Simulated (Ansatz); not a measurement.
**BrClGeH radical: a ladder of functionals and wavefunction methods**

An exercise on one series of results from a longer session: the logs are not shown, and one member is left open.

Method: functionals in def2-TZVPP, the program's frozen cores in correlated methods; program: Ansatz 0.2.0, Gaussian basis.

The runs, in order: LDA (SPW92), PBE-D4, revPBE-D4, BLYP-D4, r2SCAN-D4, B97M-V, PBE0-D4, B3LYP-D4, r2SCANh-D4, r2SCAN0-D4, HSE06-D4, BHLYP-D4, CAM-B3LYP-D4, LC-ωPBE, ωB97X-V, ωB97M-V, B2PLYP, PBE-QIDH; CCSD(T)/def2-SVP; CCSD(T)/def2-TZVPP; MP2/def2-QZVPP; extrapolation to the limit; RPA on PBE.

### The geometry

The geometry comes from an earlier relaxation with PBE0-D4 in a triple-zeta def2 set; it is a stationary point.

SMILES `[Cl][GeH][Br]`, 4 atoms, charge 0, spin multiplicity 2.

Atoms are counted from 1 here; the program's logs count them from 0.

Bond lengths: Cl1–Ge2 2.152 Å, Ge2–Br3 2.306 Å, Ge2–H4 1.555 Å. Angles: Cl1–Ge2–Br3 108.7°, Cl1–Ge2–H4 106.8°, Br3–Ge2–H4 107.8°.

Set-up of the first run:

The input, in.yaml:

```yaml
crystal:
  periodic: [false, false, false]
  atoms:
    - {symbol: Cl, position_ang: [-1.869042, 0.399916, -0.447475]}
    - {symbol: Ge, position_ang: [0.269995, 0.163018, -0.472865]}
    - {symbol: Br, position_ang: [0.799613, -1.886537, 0.442643]}
    - {symbol: H, position_ang: [0.855034, 1.263302, 0.457397]}
basis:
  gaussian: {orbitals: def2-TZVPP}
magnetization: {spin_polarized: true, initial_magnetization: 1}
hamiltonian: {xc: lda}
output: {orbitals: {seedname: orbitals}}
```

The run is started by

```sh
ansatz run in.yaml --threads 4 --pin off --events-out ev --progress --plain --max-ram 10444MiB
```

Among the steps run: LDA; PBE-D4 (GGA); revPBE-D4 (GGA); BLYP-D4 (GGA); r2SCAN-D4 (meta-GGA); B97M-V (meta-GGA); B3LYP-D4 (hybrid); r2SCANh-D4 (hybrid); r2SCAN0-D4 (hybrid); HSE06-D4 (hybrid); BHLYP-D4 (hybrid); CAM-B3LYP-D4 (range-separated); LC-ωPBE (range-separated); ωB97X-V (range-separated); ωB97M-V (range-separated); B2PLYP (double hybrid); PBE-QIDH (double hybrid).

One table of the session follows, with a row left open; its other results are not shown here.

It belongs to the step «Frontier levels by functional». 

| functional | HOMO (eV) | LUMO (eV) | gap (eV) |
| --- | --- | --- | --- |
| LDA (SPW92) | -5.89 | -5.10 | 0.79 |
| PBE-D4 | -5.84 | -4.75 | 1.09 |
| revPBE-D4 | ? | ? | ? |
| BLYP-D4 | -5.66 | -4.76 | 0.90 |
| r2SCAN-D4 | -6.25 | -4.46 | 1.79 |
| B97M-V | -6.12 | -4.81 | 1.30 |
| PBE0-D4 | -7.02 | -3.91 | 3.11 |
| B3LYP-D4 | -6.75 | -4.29 | 2.46 |
| r2SCANh-D4 | -6.68 | -4.15 | 2.53 |
| r2SCAN0-D4 | -7.31 | -3.68 | 3.63 |
| HSE06-D4 | -6.63 | -4.28 | 2.35 |
| BHLYP-D4 | -8.01 | -3.12 | 4.89 |
| CAM-B3LYP-D4 | -8.24 | -3.03 | 5.21 |
| LC-ωPBE | -9.62 | -1.66 | 7.96 |
| ωB97X-V | -9.15 | -2.06 | 7.08 |
| ωB97M-V | -8.98 | -2.12 | 6.86 |

**Question.** Estimate the row for revPBE-D4.

**Answer.** HOMO (eV): -5.81; LUMO (eV): -4.62; gap (eV): 1.19. In the column «HOMO (eV)» it lies between PBE-D4 (-5.84) and BLYP-D4 (-5.66).
